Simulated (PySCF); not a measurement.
# AgH4S4−: ligand-field states, part 2 of 2

PySCF 2.14.0. Atoms count from 0. The steps go on from the part before.

## 6. Ligand-field states: state-averaged CASSCF (angle to the S4 axis at 65°)

What the job is given:

```
{"job": {"kind": "lf", "basis": {"metal": "x2c-TZVPall", "ligand": "x2c-SVPall"}, "nevpt": true, "reuse": true}, "charge": -1, "metal": "Ag", "open_shell": "d8"}
Ag     0.000000     0.000000     0.000000
S      1.518830     1.518830     1.001605
H      0.745663     2.612425     1.107260
S     -1.518830    -1.518830     1.001605
H     -0.745663    -2.612425     1.107260
S     -1.518830     1.518830    -1.001605
H     -2.612425     0.745663    -1.107260
S      1.518830    -1.518830    -1.001605
H      2.612425    -0.745663    -1.107260
```

Method: state-averaged CASSCF of the metal d shell, SC-NEVPT2 on the averaged canonical orbitals, state-interaction spin-orbit coupling.

Log:

```text
basis functions 155, electrons 116, active (8e, 5o)
start from the orbitals of the previous structure
stage 1: DIIS on the effective Fock matrix, level shift 0.30
cycle   1  E = -6908.4424256244  dE = -6.908e+03  max|g| = 4.208e+00
cycle   2  E = -6908.5017809846  dE = -5.936e-02  max|g| = 2.582e-01
cycle   3  E = -6908.7643904128  dE = -2.626e-01  max|g| = 9.089e-02
cycle   4  E = -6908.6609382334  dE =  1.035e-01  max|g| = 2.152e-01
cycle   5  E = -6908.7361552622  dE = -7.522e-02  max|g| = 1.954e-01
cycle   6  E = -6908.8290797219  dE = -9.292e-02  max|g| = 1.855e-01
cycle   7  E = -6908.9022347941  dE = -7.316e-02  max|g| = 1.584e-01
cycle   8  E = -6908.9775584558  dE = -7.532e-02  max|g| = 1.032e-01
cycle   9  E = -6909.0075275417  dE = -2.997e-02  max|g| = 5.459e-02
cycle  10  E = -6909.0151148507  dE = -7.587e-03  max|g| = 3.028e-02
...
cycle  98  E = -6909.0264469749  dE = -3.056e-08  max|g| = 2.818e-05
cycle  99  E = -6909.0264470076  dE = -3.265e-08  max|g| = 2.655e-05
cycle 100  E = -6909.0264470431  dE = -3.547e-08  max|g| = 4.604e-05
cycle 101  E = -6909.0264470750  dE = -3.195e-08  max|g| = 6.173e-05
cycle 102  E = -6909.0264471015  dE = -2.645e-08  max|g| = 2.875e-05
cycle 103  E = -6909.0264471235  dE = -2.204e-08  max|g| = 2.370e-05
cycle 105  E = -6909.0264471324  dE = -8.905e-09  max|g| = 2.165e-05
cycle 106  E = -6909.0264471483  dE = -1.592e-08  max|g| = 4.996e-05
cycle 107  E = -6909.0264471542  dE = -5.907e-09  max|g| = 3.259e-05
cycle 108  E = -6909.0264471589  dE = -4.693e-09  max|g| = 2.696e-05
cycle 109  E = -6909.0264471649  dE = -5.961e-09  max|g| = 9.630e-06
converged average energy = -6909.0264471649

 mult deg   label        CASSCF/cm-1   NEVPT2/cm-1
   1   1   1A1                 0.0           0.0
   1   1   1E             -69291.2       19955.1
   3   1   3T1            -63832.3       27769.1
   1   1   1T2            -53812.1       27964.4
   3   1   3T1            -62015.5       27967.3
   3   1   3T2            -60084.0       30767.1
   1   1   1T2            -60608.8       31746.7
   1   1   1T2            -56989.3       33728.5
   3   1   3T1            -60959.9       36033.7
   1   1   1T1            -34660.8       36283.2
   3   1   3T1            -55323.4       36555.1
   1   1   1E             -54658.2       36769.8
   3   1   3T1            -43464.0       38047.5
   1   1   1E             -11105.4       38261.3
   1   1   1T2            -47011.0       38849.7
   1   1   1A1            -30375.8       39414.8
   1   1   1E             -45036.6       39505.2
   1   1   1T1            -36337.6       41315.8
   3   1   3A2            -50964.4       41577.2
   1   1   1T2            -35051.9       44870.8
   1   1   1T2            -47115.1       45154.3
   3   1   3T2            -47488.9       45373.2
   3   1   3T1            -36833.5       46375.7
   3   1   3T2            -32038.4       46568.9
   1   1   1T2            -24935.8       48407.7

spin-orbit levels / cm-1
      0.00  x1  1A1 1.00
  19953.39  x1  1E 1.00
  27729.21  x1  3T1 0.90 1T2 0.09
  27736.90  x1  3T1 0.93 3T1 0.06
  27743.20  x1  3T1 0.90 3T1 0.10
  27936.20  x1  3T1 0.74 1T2 0.22 3T1 0.03
  27961.33  x1  3T1 0.93 3T1 0.06
  27976.28  x1  1T2 0.68 3T1 0.25 3T1 0.06
  27983.11  x1  3T1 0.90 3T1 0.10
  30755.29  x1  3T2 0.97
  30801.43  x1  3T2 0.99
  30804.15  x1  3T2 0.99
  31772.47  x1  1T2 0.98
  33724.02  x1  1T2 0.99
  36013.88  x1  3T1 0.88 1T1 0.06 3T1 0.05
  36021.50  x1  3T1 0.97
  36032.18  x1  3T1 0.99
  36179.64  x1  1T1 0.71 3T1 0.19 3T1 0.11
  36520.97  x1  3T1 0.98
  36531.25  x1  3T1 0.96
  36676.70  x1  3T1 0.76 1T1 0.23
  36754.83  x1  1E 0.96
  37951.02  x1  3T1 0.91 1A1 0.06
  38054.42  x1  3T1 0.92 1E 0.06
  38070.70  x1  3T1 0.98
  38272.02  x1  1E 0.93 3T1 0.06
  38860.67  x1  1T2 0.99
  39491.38  x1  1A1 0.55 1E 0.43
  39555.06  x1  1E 0.56 1A1 0.38 3T1 0.05
  41326.66  x1  1T1 1.00
```

It took 42 s on 1 thread of AMD EPYC 7R13, shared host; peak memory 0.41 GiB.

Warnings kept with the result: an active orbital is not mainly the metal shell.

An active orbital is only 4 % metal, under the run's own bar for a metal shell, so levels, ζ, ground spin and magnetism of this run may not be those of the metal's shell and are not read here.

## 7. Ligand-field states: state-averaged CASSCF (angle to the S4 axis at 72°)

What the job is given:

```
{"job": {"kind": "lf", "basis": {"metal": "x2c-TZVPall", "ligand": "x2c-SVPall"}, "nevpt": true, "reuse": true}, "charge": -1, "metal": "Ag", "open_shell": "d8"}
Ag     0.000000     0.000000     0.000000
S      1.593821     1.593821     0.732370
H      0.828565     2.695327     0.809625
S     -1.593821    -1.593821     0.732370
H     -0.828565    -2.695327     0.809625
S     -1.593821     1.593821    -0.732370
H     -2.695327     0.828565    -0.809625
S      1.593821    -1.593821    -0.732370
H      2.695327    -0.828565    -0.809625
```

Level: state-averaged CASSCF of the metal d shell, SC-NEVPT2 on the averaged canonical orbitals, state-interaction spin-orbit coupling.

Log:

```text
basis functions 155, electrons 116, active (8e, 5o)
start from the orbitals of the previous structure
stage 1: DIIS on the effective Fock matrix, level shift 0.30
cycle   1  E = -6907.8701530375  dE = -6.908e+03  max|g| = 4.975e+00
cycle   2  E = -6908.4300456089  dE = -5.599e-01  max|g| = 2.610e-01
cycle   3  E = -6908.7346034180  dE = -3.046e-01  max|g| = 9.266e-02
cycle   4  E = -6908.6745729967  dE =  6.003e-02  max|g| = 1.887e-01
cycle   5  E = -6908.7236506930  dE = -4.908e-02  max|g| = 2.107e-01
cycle   6  E = -6908.7859986737  dE = -6.235e-02  max|g| = 2.363e-01
cycle   7  E = -6908.7797090662  dE =  6.290e-03  max|g| = 3.216e-01
cycle   8  E = -6908.8722774790  dE = -9.257e-02  max|g| = 2.588e-01
cycle   9  E = -6908.9349478315  dE = -6.267e-02  max|g| = 1.980e-01
cycle  10  E = -6908.9678497411  dE = -3.290e-02  max|g| = 1.486e-01
...
cycle  94  E = -6909.0169720783  dE = -2.075e-07  max|g| = 6.277e-05
cycle  95  E = -6909.0169722208  dE = -1.425e-07  max|g| = 4.192e-05
cycle  96  E = -6909.0169723063  dE = -8.546e-08  max|g| = 2.955e-05
cycle  97  E = -6909.0169723453  dE = -3.906e-08  max|g| = 3.100e-05
cycle  98  E = -6909.0169723590  dE = -1.372e-08  max|g| = 3.481e-05
cycle  99  E = -6909.0169723648  dE = -5.768e-09  max|g| = 3.233e-05
cycle 100  E = -6909.0169723691  dE = -4.260e-09  max|g| = 1.347e-05
cycle 101  E = -6909.0169723733  dE = -4.194e-09  max|g| = 1.381e-05
cycle 102  E = -6909.0169723760  dE = -2.721e-09  max|g| = 1.224e-05
cycle 104  E = -6909.0169723769  dE = -9.422e-10  max|g| = 1.733e-05
cycle 105  E = -6909.0169723783  dE = -1.413e-09  max|g| = 8.749e-06
converged average energy = -6909.0169723783

 mult deg   label        CASSCF/cm-1   NEVPT2/cm-1
   1   1   1S                  0.0           0.0
   1   1   1A             -73463.3       37197.4
   1   1   1G             -55117.0       50375.6
   3   1   3F             -61205.2       50460.1
   3   1   3F             -63916.1       50770.1
   3   1   3F             -61786.1       53079.2
   1   1   1G             -61603.1       54156.9
   1   1   1D             -59449.2       55670.4
   1   1   1G             -26044.8       58636.8
   3   1   3P             -62715.4       58717.2
   1   1   1G             -44292.4       63122.4
   3   1   3P             -43578.3       63876.0
   3   1   3F             -50679.2       64161.5
   1   1   1G             -50184.4       64559.3
   1   1   1G             -24676.5       65127.1
   1   1   1G             -45684.4       65378.2
   3   1   3F             -49956.5       66988.7
   1   1   1G             -33021.1       67323.8
   1   1   1G             -11505.7       69693.8
   1   1   1G             -29368.4       70039.2
   1   1   1D             -17995.7       71875.3
   3   1   3F             -27468.9       72004.1
   1   1   1G             -42397.4       72408.1
   3   1   3F             -43099.0       72947.6
   3   1   3F             -32706.7       73162.6

spin-orbit levels / cm-1
      0.00  x1  1S 1.00
  37196.11  x1  1A 1.00
  50344.32  x1  1G 0.94 3F 0.05
  50426.30  x1  3F 0.94 3F 0.05
  50430.81  x1  3F 0.93 3F 0.07
  50443.55  x1  3F 0.99
  50777.26  x1  3F 0.94 3F 0.05
  50778.73  x1  3F 0.95 1G 0.04
  50792.24  x1  3F 0.93 3F 0.07
  53076.46  x1  3F 0.98
  53099.32  x1  3F 0.99
  53104.51  x1  3F 0.99
  54175.37  x1  1G 0.98
  55673.57  x1  1D 1.00
  58631.79  x1  1G 0.99
  58716.24  x1  3P 1.00
  58717.32  x1  3P 1.00
  58717.78  x1  3P 0.99
  63115.50  x1  1G 0.99
  63788.87  x1  3P 0.88 3F 0.09
  63828.95  x1  3P 0.88 3F 0.12
  63850.54  x1  3P 0.97
  64161.42  x1  3F 1.00
  64162.94  x1  3F 0.89 3P 0.08
  64208.59  x1  3F 0.87 3P 0.12
  64576.46  x1  1G 0.97 3P 0.03
  65172.95  x1  1G 0.96
  65403.79  x1  1G 0.98
  66988.66  x1  3F 0.99
  66998.62  x1  3F 1.00
```

Wall time 36 s (1 thread of AMD EPYC 7R13, shared host); peak memory 0.41 GiB.

Warnings kept with the result: an active orbital is not mainly the metal shell.

An active orbital is only 6 % metal, under the run's own bar for a metal shell, so levels, ζ, ground spin and magnetism of this run may not be those of the metal's shell and are not read here.

## 8. Ligand-field states: state-averaged CASSCF (angle to the S4 axis at 80°)

What the job is given:

```
{"job": {"kind": "lf", "basis": {"metal": "x2c-TZVPall", "ligand": "x2c-SVPall"}, "nevpt": true, "reuse": true}, "charge": -1, "metal": "Ag", "open_shell": "d8"}
Ag     0.000000     0.000000     0.000000
S      1.650383     1.650383     0.411546
H      0.891093     2.757855     0.454958
S     -1.650383    -1.650383     0.411546
H     -0.891093    -2.757855     0.454958
S     -1.650383     1.650383    -0.411546
H     -2.757855     0.891093    -0.454958
S      1.650383    -1.650383    -0.411546
H      2.757855    -0.891093    -0.454958
```

Method: state-averaged CASSCF of the metal d shell, SC-NEVPT2 on the averaged canonical orbitals, state-interaction spin-orbit coupling.

Log:

```text
basis functions 155, electrons 116, active (8e, 5o)
start from the orbitals of the previous structure
stage 1: DIIS on the effective Fock matrix, level shift 0.30
cycle   1  E = -6907.3634945319  dE = -6.907e+03  max|g| = 8.316e+00
cycle   2  E = -6908.3650617984  dE = -1.002e+00  max|g| = 3.408e-01
cycle   3  E = -6908.6951755350  dE = -3.301e-01  max|g| = 1.318e-01
cycle   4  E = -6908.6711752358  dE =  2.400e-02  max|g| = 1.562e-01
cycle   5  E = -6908.7338547788  dE = -6.268e-02  max|g| = 2.143e-01
cycle   6  E = -6908.7636089304  dE = -2.975e-02  max|g| = 3.126e-01
cycle   7  E = -6908.7692291029  dE = -5.620e-03  max|g| = 3.750e-01
cycle   8  E = -6908.7768500102  dE = -7.621e-03  max|g| = 4.022e-01
cycle   9  E = -6908.7914918253  dE = -1.464e-02  max|g| = 3.984e-01
cycle  10  E = -6908.8285402339  dE = -3.705e-02  max|g| = 3.646e-01
...
cycle  86  E = -6909.0048954133  dE = -6.798e-08  max|g| = 4.354e-05
cycle  87  E = -6909.0048954609  dE = -4.758e-08  max|g| = 4.118e-05
cycle  88  E = -6909.0048955289  dE = -6.801e-08  max|g| = 4.523e-05
cycle  89  E = -6909.0048956036  dE = -7.471e-08  max|g| = 4.890e-05
cycle  90  E = -6909.0048956901  dE = -8.654e-08  max|g| = 4.430e-05
cycle  91  E = -6909.0048957733  dE = -8.316e-08  max|g| = 5.346e-05
cycle  92  E = -6909.0048958435  dE = -7.015e-08  max|g| = 4.368e-05
cycle  93  E = -6909.0048958869  dE = -4.343e-08  max|g| = 2.998e-05
cycle  94  E = -6909.0048959064  dE = -1.949e-08  max|g| = 1.656e-05
cycle  95  E = -6909.0048959138  dE = -7.410e-09  max|g| = 1.166e-05
cycle  96  E = -6909.0048959171  dE = -3.345e-09  max|g| = 7.117e-06
converged average energy = -6909.0048959171

 mult deg   label        CASSCF/cm-1   NEVPT2/cm-1
   1   1   1A                  0.0           0.0
   3   1   3F              16686.9       17690.9
   1   1   1G              20487.5       17965.2
   3   1   3F              12613.6       20581.7
   3   1   3F              13364.6       21127.3
   1   1   1G              14411.5       21718.8
   1   1   1D              15241.5       22771.6
   1   1   1G              61258.2       25621.1
   3   1   3P              13079.4       25819.1
   1   1   1G              35618.0       32428.1
   1   1   1G              52518.8       33890.1
   1   1   1G              63207.6       34950.7
   3   1   3P              31290.5       35409.0
   1   1   1G              29707.2       36415.1
   3   1   3F              30359.0       36825.6
   1   1   1D              67768.5       37105.7
   1   1   1G              30733.3       37644.2
   3   1   3P              27558.5       37940.5
   1   1   1G              58099.7       39035.6
   1   1   1G              48834.0       39762.6
   3   1   3F              54182.2       40350.8
   3   1   3F              48666.2       45563.8
   1   1   1G              38133.9       46105.8
   3   1   3F              37739.1       46162.3
   1   1   1S              77325.0       85947.7

spin-orbit levels / cm-1
      0.00  x1  1A 1.00
  17683.60  x1  3F 1.00
  17684.97  x1  3F 1.00
  17685.80  x1  3F 1.00
  17958.19  x1  1G 1.00
  20573.73  x1  3F 0.97
  20574.91  x1  3F 0.97
  20586.63  x1  3F 1.00
  21120.14  x1  3F 0.98
  21142.79  x1  3F 0.97
  21145.61  x1  3F 0.97
  21734.28  x1  1G 0.98
  22774.22  x1  1D 1.00
  25623.26  x1  1G 1.00
  25819.72  x1  3P 1.00
  25820.07  x1  3P 1.00
  25820.21  x1  3P 1.00
  32428.50  x1  1G 1.00
  33888.54  x1  1G 1.00
  34934.07  x1  1G 0.96 3P 0.03
  35392.18  x1  3P 0.99
  35402.89  x1  3P 1.00
  35424.01  x1  3P 0.96 1G 0.03
  36355.77  x1  1G 0.87 3F 0.12
  36824.12  x1  3F 0.99
  36829.34  x1  3F 1.00
  36832.77  x1  3F 0.73 1D 0.15 1G 0.12
  37163.69  x1  1D 0.83 3F 0.14
  37630.11  x1  1G 0.94 3P 0.06
  37948.26  x1  3P 0.99
```

It took 57 s on 1 thread of AMD EPYC 7R13, shared host; peak memory 0.41 GiB.

Warnings kept with the result: an active orbital is not mainly the metal shell.

An active orbital is only 4 % metal, under the run's own bar for a metal shell, so levels, ζ, ground spin and magnetism of this run may not be those of the metal's shell and are not read here.

## 9. Ligand-field states: state-averaged CASSCF (angle to the S4 axis at 90°)

What the job is given:

```
{"job": {"kind": "lf", "basis": {"metal": "x2c-TZVPall", "ligand": "x2c-SVPall"}, "nevpt": true, "reuse": true}, "charge": -1, "metal": "Ag", "open_shell": "d8"}
Ag     0.000000     0.000000     0.000000
S      1.675843     1.675843     0.000000
H      0.919239     2.786001     0.000000
S     -1.675843    -1.675843     0.000000
H     -0.919239    -2.786001     0.000000
S     -1.675843     1.675843     0.000000
H     -2.786001     0.919239     0.000000
S      1.675843    -1.675843     0.000000
H      2.786001    -0.919239     0.000000
```

Method: state-averaged CASSCF of the metal d shell, SC-NEVPT2 on the averaged canonical orbitals, state-interaction spin-orbit coupling.

Log:

```text
basis functions 155, electrons 116, active (8e, 5o)
start from the orbitals of the previous structure
stage 1: DIIS on the effective Fock matrix, level shift 0.30
cycle   1  E = -6906.2830196969  dE = -6.906e+03  max|g| = 1.444e+01
cycle   2  E = -6908.2113786093  dE = -1.928e+00  max|g| = 6.019e-01
cycle   3  E = -6908.6494374261  dE = -4.381e-01  max|g| = 1.864e-01
cycle   4  E = -6908.6158590387  dE =  3.358e-02  max|g| = 1.395e-01
cycle   5  E = -6908.6569054357  dE = -4.105e-02  max|g| = 1.022e-01
cycle   6  E = -6908.7507813310  dE = -9.388e-02  max|g| = 7.191e-02
cycle   7  E = -6908.8225516579  dE = -7.177e-02  max|g| = 7.063e-02
cycle   8  E = -6908.8610439214  dE = -3.849e-02  max|g| = 9.417e-02
cycle   9  E = -6908.8803370229  dE = -1.929e-02  max|g| = 1.654e-01
cycle  10  E = -6908.8698573276  dE =  1.048e-02  max|g| = 2.427e-01
...
cycle  95  E = -6908.9971204850  dE = -8.362e-07  max|g| = 1.180e-04
cycle  96  E = -6908.9971207605  dE = -2.756e-07  max|g| = 7.959e-05
cycle  97  E = -6908.9971208265  dE = -6.600e-08  max|g| = 3.367e-05
cycle  98  E = -6908.9971208542  dE = -2.773e-08  max|g| = 1.757e-05
cycle  99  E = -6908.9971208719  dE = -1.762e-08  max|g| = 2.102e-05
cycle 101  E = -6908.9971208765  dE = -4.655e-09  max|g| = 2.065e-05
cycle 102  E = -6908.9971208818  dE = -5.297e-09  max|g| = 1.714e-05
cycle 103  E = -6908.9971208842  dE = -2.389e-09  max|g| = 1.199e-05
cycle 104  E = -6908.9971208884  dE = -4.208e-09  max|g| = 1.997e-05
cycle 105  E = -6908.9971208908  dE = -2.394e-09  max|g| = 1.071e-05
cycle 106  E = -6908.9971208931  dE = -2.308e-09  max|g| = 9.280e-06
converged average energy = -6908.9971208931

 mult deg   label        CASSCF/cm-1   NEVPT2/cm-1
   1   1   1D                  0.0           0.0
   1   1   1G              -9721.7      368176.4
   1   1   1Ag            -73634.2      408331.8
   3   1   3F             -54630.3      427750.4
   1   1   1G             -51927.3      428812.1
   3   1   3F             -59647.1      431037.7
   3   1   3F             -59677.0      432341.3
   1   1   1G             -57948.7      432478.8
   1   1   1D             -57923.9      433124.4
   1   1   1G              -4870.7      435594.3
   3   1   3P             -59343.4      438346.0
   1   1   1Bg            -17202.3      440766.8
   1   1   1G             -34559.2      444352.1
   1   1   1G             -13688.4      444994.1
   3   1   3F             -15055.8      447685.8
   3   1   3P             -42211.2      449101.5
   1   1   1G             -43421.0      449748.4
   3   1   3Ag            -39405.8      450469.2
   3   1   3P             -44259.5      450683.1
   1   1   1Bg            -39079.4      451642.5
   1   1   1D             -16890.5      457575.9
   3   1   3F             -20685.7      459111.5
   1   1   1G             -31975.5      460208.3
   3   1   3F             -32180.1      460345.7
   1   1   1Ag              6371.1      473116.1

spin-orbit levels / cm-1
      0.00  x1  1D 1.00
 368175.80  x1  1G 1.00
 408329.63  x1  1Ag 1.00
 427744.92  x1  3F 1.00
 427745.00  x1  3F 1.00
 427746.51  x1  3F 1.00
 428804.29  x1  1G 1.00
 431041.00  x1  3F 1.00
 431042.03  x1  3F 1.00
 431044.33  x1  3F 1.00
 432336.37  x1  3F 1.00
 432337.59  x1  3F 1.00
 432339.14  x1  3F 1.00
 432481.56  x1  1G 1.00
 433122.17  x1  1D 1.00
 435596.27  x1  1G 1.00
 438344.56  x1  3P 1.00
 438344.61  x1  3P 1.00
 438346.79  x1  3P 1.00
 440768.87  x1  1Bg 1.00
 444350.40  x1  1G 1.00
 444989.37  x1  1G 1.00
 447680.08  x1  3F 1.00
 447681.28  x1  3F 1.00
 447687.91  x1  3F 1.00
 449090.34  x1  3P 0.99
 449091.36  x1  3P 0.99
 449106.18  x1  3P 1.00
 449706.78  x1  1G 0.95 3Ag 0.05
 450470.24  x1  3Ag 1.00
```

Run time: 66 s. Hardware: 1 thread of AMD EPYC 7R13, shared host; peak memory 0.41 GiB.

Warnings kept with the result: an active orbital is not mainly the metal shell.

An active orbital is only 0 % metal, under the run's own bar for a metal shell, so levels, ζ, ground spin and magnetism of this run may not be those of the metal's shell and are not read here.

## 10. Summary of results

What follows sums up all 2 parts.

| quantity | value |
| --- | --- |
| ligand-field states | no level gives a usable value |

**Reading.** Steps 2, 3, 4, 5, 6, 7, 8, 9 are set aside: its active space failed the test for the metal's shell.
